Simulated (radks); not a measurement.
# Polarisabilities and dispersion coefficients of Be, B⁺, C²⁺ and others

Aim: static dipole polarisabilities and C6 coefficients, each species in its NIST ground configuration. After each ground state the linear response is solved; its values go to the run's result record, not to the log. Response by self-consistent Sternheimer equations with the Hartree and adiabatic LDA kernel, the relativistic mass of each level held fixed and spin-orbit coupling left out.

Method: scalar-relativistic Kohn-Sham, LDA (Slater exchange, Perdew-Wang correlation), spin-polarised, spherical densities, finite nucleus. Code: radks (a radial shooting solver on a logarithmic mesh, Libxc functionals) version 1.

## Step 1: The atom as given

| Quantity | Value |
| --- | --- |
| species | Be ([He] 2s2), B⁺ ([He] 2s2), C²⁺ ([He] 2s2), N³⁺ ([He] 2s2), O⁴⁺ ([He] 2s2), F⁵⁺ ([He] 2s2), Ne⁶⁺ ([He] 2s2), Mg⁸⁺ ([He] 2s2) |

In the logs a row gives level, spin channel, occupation and eigenvalue; Etot, Ekin, Encl (electron-nucleus), Eh (Hartree) and Exc are energies, all in hartree; err is the last residual, it the number of iterations.

## Step 2: Be, [He] 2s2

Settings of this run:

```text
Z 4
configuration [He] 2s2
relativity scalar-relativistic
functional lda,pw
spin polarised
nucleus finite rms 2.519 fm
c 137.035999084
response adiabatic LDA kernel
```

Output:

```text
1s      1   1.0000          -3.85671910
2s      1   1.0000          -0.20580353
1s      2   1.0000          -3.85671910
2s      2   1.0000          -0.20580353
Etot -14.449301348509291
Ekin 14.316845996008048
Encl -33.36806070040479
Eh 7.116576343146873
Exc -2.5146629872594213
err 1.0942729155297519e-10
it 13
```

2s is the highest filled level (-5.600 eV). The response step gives α = 43.78 bohr³ (80.52 without the induced potential) and C6 = 263.7 hartree bohr⁶.

Sizes of the orbitals, from the radial functions (bohr):

| level | occupation | energy (eV) | <r> | outermost maximum (interpolated) | 90 % within | nodes |
| --- | --- | --- | --- | --- | --- | --- |
| 1s | 2 | -104.95 | 0.4250 | 0.269 | 0.767 | 0 |
| 2s | 2 | -5.600 | 2.619 | 2.04 | 4.17 | 1 |

Radial density 4πr²ρ:

| r (bohr) | 4πr²ρ (e/bohr) |
| --- | --- |
| 0.0139 | 0.07577 |
| 0.0190 | 0.1357 |
| 0.0261 | 0.2431 |
| 0.0357 | 0.4203 |
| 0.0488 | 0.7070 |
| 0.0671 | 1.159 |
| 0.0917 | 1.782 |
| 0.125 | 2.556 |
| 0.171 | 3.344 |
| 0.236 | 3.872 |
| 0.322 | 3.780 |
| 0.440 | 2.963 |
| 0.606 | 1.720 |
| 0.828 | 0.7825 |
| 1.13 | 0.5124 |
| 1.55 | 0.6868 |
| 2.13 | 0.7967 |
| 2.91 | 0.5877 |
| 3.97 | 0.2551 |
| 5.47 | 0.05498 |
| 7.47 | 0.005293 |

## Step 3: B⁺, [He] 2s2

Settings of this run:

```text
Z 5
configuration [He] 2s2
relativity scalar-relativistic
functional lda,pw
spin polarised
nucleus finite rms 2.406 fm
c 137.035999084
response adiabatic LDA kernel
```

Output:

```text
1s      1   1.0000          -7.04581957
2s      1   1.0000          -0.71333637
1s      2   1.0000          -7.04581957
2s      2   1.0000          -0.71333637
Etot -24.044812924033547
Ekin 23.898294488793127
Encl -54.23972476243316
Eh 9.561248159733676
Exc -3.2646308101271875
err 2.92396162944514e-11
it 13
```

Highest occupied level: 2s at -19.411 eV. The response step gives α = 10.77 bohr³ (20.26 without the induced potential) and C6 = 29.14 hartree bohr⁶.

## Step 4: C²⁺, [He] 2s2

Settings of this run:

```text
Z 6
configuration [He] 2s2
relativity scalar-relativistic
functional lda,pw
spin polarised
nucleus finite rms 2.4702 fm
c 137.035999084
response adiabatic LDA kernel
```

Output:

```text
1s      1   1.0000         -11.24411486
2s      1   1.0000          -1.47620965
1s      2   1.0000         -11.24411486
2s      2   1.0000          -1.47620965
Etot -36.145434332584
Ekin 35.99708701862454
Encl -80.1162744671075
Eh 11.980920337530556
Exc -4.007167221631596
err 1.498820819086791e-09
it 12
```

The top filled level is 2s, -40.170 eV. The response step gives α = 4.249 bohr³ (8.006 without the induced potential) and C6 = 6.503 hartree bohr⁶.

## Step 5: N³⁺, [He] 2s2

Settings of this run:

```text
Z 7
configuration [He] 2s2
relativity scalar-relativistic
functional lda,pw
spin polarised
nucleus finite rms 2.5582 fm
c 137.035999084
response adiabatic LDA kernel
```

Output:

```text
1s      1   1.0000         -16.44732478
2s      1   1.0000          -2.49138990
1s      2   1.0000         -16.44732478
2s      2   1.0000          -2.49138990
Etot -50.75179532060993
Ekin 50.61619137970362
Encl -111.01366434988293
Eh 14.391547835037505
Exc -4.7458701854681244
err 1.1840560208199608e-10
it 13
```

The top filled level is 2s, -67.794 eV. The response step gives α = 2.102 bohr³ (3.953 without the induced potential) and C6 = 2.058 hartree bohr⁶.

## Step 6: O⁴⁺, [He] 2s2

Settings of this run:

```text
Z 8
configuration [He] 2s2
relativity scalar-relativistic
functional lda,pw
spin polarised
nucleus finite rms 2.6991 fm
c 137.035999084
response adiabatic LDA kernel
```

Output:

```text
1s      1   1.0000         -22.65473268
2s      1   1.0000          -3.75807241
1s      2   1.0000         -22.65473268
2s      2   1.0000          -3.75807241
Etot -67.86615139761199
Ekin 67.76168139553025
Encl -146.94420040014674
Eh 16.798689185302205
Exc -5.482321578297696
err 8.401372297638685e-11
it 13
```

Highest occupied level: 2s at -102.26 eV. The response step gives α = 1.191 bohr³ (2.233 without the induced potential) and C6 = 0.8060 hartree bohr⁶.

## Step 7: F⁵⁺, [He] 2s2

Settings of this run:

```text
Z 9
configuration [He] 2s2
relativity scalar-relativistic
functional lda,pw
spin polarised
nucleus finite rms 2.8976 fm
c 137.035999084
response adiabatic LDA kernel
```

Output:

```text
1s      1   1.0000         -29.86674134
2s      1   1.0000          -5.27612788
1s      2   1.0000         -29.86674134
2s      2   1.0000          -5.27612788
Etot -87.4914708084994
Ekin 87.44143843720236
Encl -187.92039499666913
Eh 19.204900002843008
Exc -6.217414251875644
err 7.274901352792622e-11
it 13
```

Highest occupied level: 2s at -143.57 eV. The response step gives α = 0.7386 bohr³ (1.381 without the induced potential) and C6 = 0.3651 hartree bohr⁶.

## Step 8: Ne⁶⁺, [He] 2s2

Settings of this run:

```text
Z 10
configuration [He] 2s2
relativity scalar-relativistic
functional lda,pw
spin polarised
nucleus finite rms 3.0055 fm
c 137.035999084
response adiabatic LDA kernel
```

Output:

```text
1s      1   1.0000         -38.08426626
2s      1   1.0000          -7.04570780
1s      2   1.0000         -38.08426626
2s      2   1.0000          -7.04570780
Etot -109.63122480374898
Ekin 109.6648120851466
Encl -233.95590942150125
Eh 21.611603321648168
Exc -6.9517307890425
err 6.095435311814717e-11
it 13
```

The top filled level is 2s, -191.72 eV. The response step gives α = 0.4891 bohr³ (0.9115 without the induced potential) and C6 = 0.1839 hartree bohr⁶.

## Step 9: Mg⁸⁺, [He] 2s2

Settings of this run:

```text
Z 12
configuration [He] 2s2
relativity scalar-relativistic
functional lda,pw
spin polarised
nucleus finite rms 3.057 fm
c 137.035999084
response adiabatic LDA kernel
```

Output:

```text
1s      1   1.0000         -57.54101194
2s      1   1.0000         -11.34074303
1s      2   1.0000         -57.54101194
2s      2   1.0000         -11.34074303
Etot -161.47011608267553
Ekin 161.78648079211294
Encl -341.2668938881766
Eh 26.42991069745005
Exc -8.41961368406195
err 4.279862992894563e-11
it 13
```

The top filled level is 2s, -308.60 eV. The response step gives α = 0.2458 bohr³ (0.4549 without the induced potential) and C6 = 0.05836 hartree bohr⁶.

## Step 10: What came out

| species | −ε(HOMO) (eV) | α (bohr³) | α uncoupled (bohr³) | C6 (hartree bohr⁶) | C8 (hartree bohr⁸) | recommended α (bohr³) |
| --- | --- | --- | --- | --- | --- | --- |
| Be | 5.600 | 43.78 | 80.52 | 263.7 | 13541 | 37.74 |
| B⁺ | 19.411 | 10.77 | 20.26 | 29.14 | 549.0 | - |
| C²⁺ | 40.170 | 4.249 | 8.006 | 6.503 | 61.51 | - |
| N³⁺ | 67.794 | 2.102 | 3.953 | 2.058 | 11.39 | - |
| O⁴⁺ | 102.26 | 1.191 | 2.233 | 0.8060 | 2.867 | - |
| F⁵⁺ | 143.57 | 0.7386 | 1.381 | 0.3651 | 0.8897 | - |
| Ne⁶⁺ | 191.72 | 0.4891 | 0.9115 | 0.1839 | 0.3217 | - |
| Mg⁸⁺ | 308.60 | 0.2458 | 0.4549 | 0.05836 | 0.05824 | - |

In words: Uncoupled leaves out the potential induced by the response; C6 and C8 are for like pairs. Be is the most polarisable and Mg⁸⁺ the least, a factor 178 apart. For the pair Be–Mg⁸⁺ the Casimir-Polder integral gives C6 = 2.629, the rule 2·Ca·Cb/(Ca·αb/αa + Cb·αa/αb) on the like-pair values 2.591. Against the recommended values (Schwerdtfeger and Nagle, 2023 table) the misses are Be +16 %. C8 is given only where no p, d or f shell is open.
